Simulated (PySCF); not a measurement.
# PtNI: structure of the quintet

Where does quintet PtNI go from a bent start, is the end point a minimum, and what are its modes, charges and moments?

Method: PBE, basis Pt def2-SVP with ECP60, N def2-SVP, I def2-SVP with ECP28, scalar-relativistic core potentials, no spin–orbit coupling, density fitting; program: PySCF 2.14.0.

## Step 1: The system as given

3 atoms, charge 0, spin multiplicity 5.

Bond lengths: Pt1–N2 1.720 Å, Pt1–I3 2.560 Å. Angles: N2–Pt1–I3 110.0°.

Coordinates in bohr (charge 0 multiplicity 5):
```
Pt   -1.3863    0.0000   -1.1262
N    -4.0487    0.0000    0.7382
I     2.5765    0.0000    1.6487
```

## Step 2: Relaxation: bent start, quintet

One driver script runs all steps and calls PySCF; scf.py shows how it sets up the SCF of each step. The optimiser is the driver's own. Before each start the driver seeks the lowest SCF state from one or more starting densities and follows internal instabilities, so scf.py alone need not reach the same state.

The program finds Cs symmetry in the start, which this walk keeps. The walk stops when the largest gradient is under 0.0003 Eh/bohr and the energy has settled too.

The input, scf.py:

```python
from pyscf import gto, scf, dft
mol = gto.M(atom='''
Pt    -0.733582     0.000000    -0.595947
N     -2.142482     0.000000     0.390653
I      1.363418     0.000000     0.872453''',
    basis={'Pt': 'def2-SVP', 'N': 'def2-SVP', 'I': 'def2-SVP'},
    ecp={'Pt': 'def2-SVP', 'I': 'def2-SVP'},
    charge=0, spin=4)
mf = dft.UKS(mol, xc='PBE')
mf.grids.atom_grid = (50, 194)
aux = {'Pt': 'def2-universal-JKFIT', 'N': 'def2-universal-JKFIT', 'I': 'def2-universal-JKFIT'}
mf = mf.density_fit(auxbasis=aux)
mf.kernel()
```

Energy and gradient, step by step:

| step | energy (Eh) | change (kJ/mol) | largest symmetric gradient (Eh/bohr) |
| --- | --- | --- | --- |
| 0 | -471.598985 | 0.00 | 0.07751 |
| 1 | -471.611176 | -32.01 | 0.00763 |
| 2 | -471.612252 | -34.83 | 0.00546 |
| 3 | -471.614072 | -39.61 | 0.01282 |
| 4 | -471.614770 | -41.44 | 0.01289 |
| 5 | -471.615890 | -44.38 | 0.00857 |
| 6 | -471.616125 | -45.00 | 0.00334 |
| 7 | -471.616178 | -45.14 | 0.00022 |
| 8 | -471.616180 | -45.15 | 0.00009 |

The walk ran for 28 s (4 threads, shared host).

It settles in Cs symmetry, 45.1 kJ/mol below the start, after 8 steps: Pt–I 2.617 Å, Pt–N 1.858 Å; I–Pt–N 136.4°.

## Step 3: Frequencies

On the finer grid the gradient is checked again; gradients at displacements of ±0.01 bohr then give force constants and infrared intensities.

Edit scf.py of step 2 so:

```diff
@@ -3,3 +3,3 @@
-Pt    -0.733582     0.000000    -0.595947
-N     -2.142482     0.000000     0.390653
-I      1.363418     0.000000     0.872453''',
+Pt    -0.818686     0.000000    -0.410364
+N     -2.609325     0.000000     0.081823
+I      1.565788     0.000000     0.671695''',
@@ -10 +10 @@
-mf.grids.atom_grid = (50, 194)
+mf.grids.atom_grid = (75, 302)
```

This SCF starts from the last density.

Log of the central SCF (cycles and frontier levels):

```text
init E= -471.616243666529
[... the frontier-level lines of each cycle are left out ...]
cycle= 1 E= -471.616243664732  delta_E= 1.8e-09  |g|= 5.98e-05  |ddm|= 7.31e-05
cycle= 2 E= -471.61624360386  delta_E= 6.09e-08  |g|= 0.00035  |ddm|= 0.000404
cycle= 3 E= -471.616243660024  delta_E= -5.62e-08  |g|= 9.12e-05  |ddm|= 0.000433
cycle= 4 E= -471.616243666607  delta_E= -6.58e-09  |g|= 1.15e-06  |ddm|= 0.000158
cycle= 5 E= -471.616243666608  delta_E= -4.55e-13  |g|= 1.91e-07  |ddm|= 1.44e-06
Extra cycle  E= -471.616243666607  delta_E= 7.96e-13  |g|= 5.33e-07  |ddm|= 1.11e-06
converged SCF energy = -471.616243666607  <S^2> = 6.0102021  2S+1 = 5.0040792
```

The whole step took 70 s.

Geometry: Cs; Pt–I 2.619 Å, Pt–N 1.857 Å; I–Pt–N 140.2°.

Harmonic modes (main isotopes):

```
symmetry  ω (cm⁻¹)  IR (km/mol)   μ (u)
      a'        91          1.4   17.02
      a'       165          1.0  129.24
      a'       653         11.7   14.78
```

All wavenumbers are real: a minimum.

Properties at this point:

```yaml
Dipole_moment: 2.07 D
Highest_occupied_level: -5.42 eV
Lowest_empty_level: -6.61 eV
Rotational_constants: 1.031, 0.0276, 0.02688 cm⁻¹
Zero-point_energy: 5.4 kJ/mol
Principal_polarisabilities: 44.3, 50.6, 127.8 bohr³
Atomisation_energy_without_zero-point_energy: 517 kJ/mol
Principal_traceless_quadrupole_moments_about_the_centre_of_mass: -5.70, 2.32, 3.38 D Å
Entropy_at_298.15_K_and_1_bar_electronic_part_spin_only: 335.6 J/(mol K)
Heat_capacity_Cp_at_298.15_K: 53.2 J/(mol K)
Enthalpy_at_298.15_K_above_0_K: 13.86 kJ/mol
Rotational_symmetry_number: 1
Spin_squared_⟨S²⟩: 6.010
```

Charges (e) and bond orders:

| atom | Mulliken | Löwdin | polar tensor | spin (Mulliken) | Mayer order to Pt1 |
| --- | --- | --- | --- | --- | --- |
| Pt1 | 0.18 | -0.29 | 0.09 | 1.39 | – |
| N2 | -0.18 | 0.00 | -0.01 | 1.97 | 1.60 |
| I3 | 0.01 | 0.29 | -0.08 | 0.64 | 1.28 |

Mulliken populations on Pt1 (outside its core potential): s 2.93, p 6.26, d 8.62, f 0.02.

## Step 4: What came out

| quantity | value |
| --- | --- |
| minimum | quintet, Cs |
| geometry | Pt–I 2.619 Å, Pt–N 1.857 Å; I–Pt–N 140.2° |
| wavenumbers (cm⁻¹) | 91 (a'), 165 (a'), 653 (a') |
| dipole moment | 2.07 D |
| highest occupied, lowest empty level (either spin) | -5.42, -6.61 eV |
| polar-tensor charge of Pt1 | +0.09 e |
| zero-point energy | 5.4 kJ/mol |
| entropy at 298.15 K | 335.6 J/(mol K) |
| atomisation energy (no zero-point energy) | 517 kJ/mol |
| ⟨S²⟩ | 6.010 |

In words: The bent start keeps its Cs symmetry and ends in a minimum. An empty level of one spin lies below a filled level of the other, which hints that a lower spin is more stable. The strongest infrared band lies at 653 cm⁻¹ (a', stretch). Only this shape and spin were tried, so other structures or states may lie lower. Open d and f shells are described by one determinant, and the ground state may have another occupation or spin. With an element this heavy the missing spin–orbit coupling can shift these numbers.

The search up to here took 2 min.
